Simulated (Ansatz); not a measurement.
# Si6H12: up Jacob's ladder to CCSD(T)

The task here is to estimate one member of a computed series from the others.

Program: Ansatz 0.2.0, Gaussian basis. Level of theory: functionals in def2-TZVPP, the program's frozen cores in correlated methods. These are calculated values, not measurements.

The runs, in order: LDA (SPW92), PBE-D4, revPBE-D4, BLYP-D4, r2SCAN-D4, B97M-V, PBE0-D4, B3LYP-D4, r2SCANh-D4, r2SCAN0-D4, HSE06-D4, BHLYP-D4, CAM-B3LYP-D4, LC-ωPBE, ωB97X-V, ωB97M-V, B2PLYP, PBE-QIDH; CCSD(T)/def2-SVP; CCSD(T)/def2-TZVPP; MP2/def2-QZVPP; extrapolation to the limit; RPA on PBE.

## The geometry

The geometry comes from an earlier relaxation with PBE0-D4 in a triple-zeta def2 set; it is a stationary point, not always the lowest conformer.

SMILES `[SiH2]1[SiH2][SiH2][SiH2][SiH2][SiH2]1`, 18 atoms, charge 0, spin multiplicity 1.

Atoms are counted from 1 here; the program's logs count them from 0.

Bond lengths: Si1–Si2 2.345 Å, Si1–Si6 2.338 Å, Si1–H7 1.490 Å, Si1–H8 1.491 Å, Si2–Si3 2.345 Å, Si2–H9 1.490 Å, Si2–H10 1.490 Å, Si3–Si4 2.338 Å, Si3–H11 1.490 Å, Si3–H12 1.491 Å, Si4–Si5 2.345 Å, Si4–H13 1.490 Å, Si4–H14 1.491 Å, Si5–Si6 2.345 Å, Si5–H15 1.490 Å, Si5–H16 1.490 Å, Si6–H17 1.491 Å, Si6–H18 1.490 Å. Angles: Si2–Si1–Si6 108.1°, Si2–Si1–H7 110.7°, Si2–Si1–H8 109.0°, Si6–Si1–H7 112.4°, Si6–Si1–H8 108.5°, H7–Si1–H8 108.2°, Si1–Si2–Si3 110.2°, Si1–Si2–H9 109.3°, Si1–Si2–H10 109.8°, Si3–Si2–H9 109.9°, Si3–Si2–H10 109.3°, H9–Si2–H10 108.2°, Si2–Si3–Si4 108.1°, Si2–Si3–H11 110.7°, Si2–Si3–H12 109.0°, Si4–Si3–H11 112.4°, Si4–Si3–H12 108.5°, H11–Si3–H12 108.2° and more.

The first run:

The input, in.yaml:

```yaml
crystal:
  periodic: [false, false, false]
  atoms:
    - {symbol: Si, position_ang: [0.035459, 2.054713, -0.636045]}
    - {symbol: Si, position_ang: [2.075420, 0.972604, -0.226704]}
    - {symbol: Si, position_ang: [1.698581, -1.241758, 0.447261]}
    - {symbol: Si, position_ang: [-0.189750, -2.031282, -0.681910]}
    - {symbol: Si, position_ang: [-2.075025, -0.973339, 0.226990]}
    - {symbol: Si, position_ang: [-1.544483, 1.218624, 0.870261]}
    - {symbol: H, position_ang: [0.193631, 3.532074, -0.530131]}
    - {symbol: H, position_ang: [-0.414223, 1.732653, -2.020308]}
    - {symbol: H, position_ang: [2.817520, 1.706082, 0.837003]}
    - {symbol: H, position_ang: [2.907027, 0.976452, -1.463071]}
    - {symbol: H, position_ang: [2.903152, -2.080701, 0.194274]}
    - {symbol: H, position_ang: [1.416687, -1.261094, 1.910924]}
    - {symbol: H, position_ang: [-0.324914, -3.512171, -0.595261]}
    - {symbol: H, position_ang: [-0.071169, -1.657880, -2.120185]}
    - {symbol: H, position_ang: [-2.551548, -1.745918, 1.408615]}
    - {symbol: H, position_ang: [-3.171573, -0.939276, -0.781276]}
    - {symbol: H, position_ang: [-0.932933, 1.189696, 2.229419]}
    - {symbol: H, position_ang: [-2.771868, 2.060521, 0.930154]}
basis:
  gaussian: {orbitals: def2-TZVPP}
hamiltonian: {xc: lda}
output: {orbitals: {seedname: orbitals}}
```

Among the steps run: LDA; PBE-D4 (GGA); revPBE-D4 (GGA); BLYP-D4 (GGA); r2SCAN-D4 (meta-GGA); B97M-V (meta-GGA); PBE0-D4 (hybrid); B3LYP-D4 (hybrid); r2SCANh-D4 (hybrid); r2SCAN0-D4 (hybrid); HSE06-D4 (hybrid); BHLYP-D4 (hybrid); CAM-B3LYP-D4 (range-separated); LC-ωPBE-D4 (range-separated; the results give it without D4); ωB97X-V (range-separated); ωB97M-V (range-separated); B2PLYP (double hybrid); PBE-QIDH (double hybrid).

One of the session's tables, all rows but one given; the rest of the session is left out.

It belongs to the step «Orbital energies across the functionals». 

| functional | HOMO (eV) | gap (eV) |
| --- | --- | --- |
| LDA (SPW92) | -6.73 | 5.01 |
| PBE-D4 | -6.66 | 5.09 |
| revPBE-D4 | -6.63 | 5.13 |
| BLYP-D4 | -6.52 | 5.16 |
| r2SCAN-D4 | -6.90 | 5.50 |
| B97M-V | -7.05 | 5.45 |
| PBE0-D4 | -7.69 | 6.91 |
| B3LYP-D4 | -7.51 | 6.61 |
| r2SCANh-D4 | -7.27 | 6.15 |
| r2SCAN0-D4 | -7.84 | 7.13 |
| HSE06-D4 | -7.30 | 6.15 |
| BHLYP-D4 | -8.63 | 8.82 |
| CAM-B3LYP-D4 | -8.90 | 9.24 |
| LC-ωPBE | -10.15 | 11.46 |
| ωB97X-V | ? | ? |
| ωB97M-V | -9.62 | 10.56 |

Estimate the missing values for ωB97X-V.

As computed: HOMO (eV): -9.86; gap (eV): 11.08. In the column «HOMO (eV)» it lies between LC-ωPBE (-10.15) and ωB97M-V (-9.62).
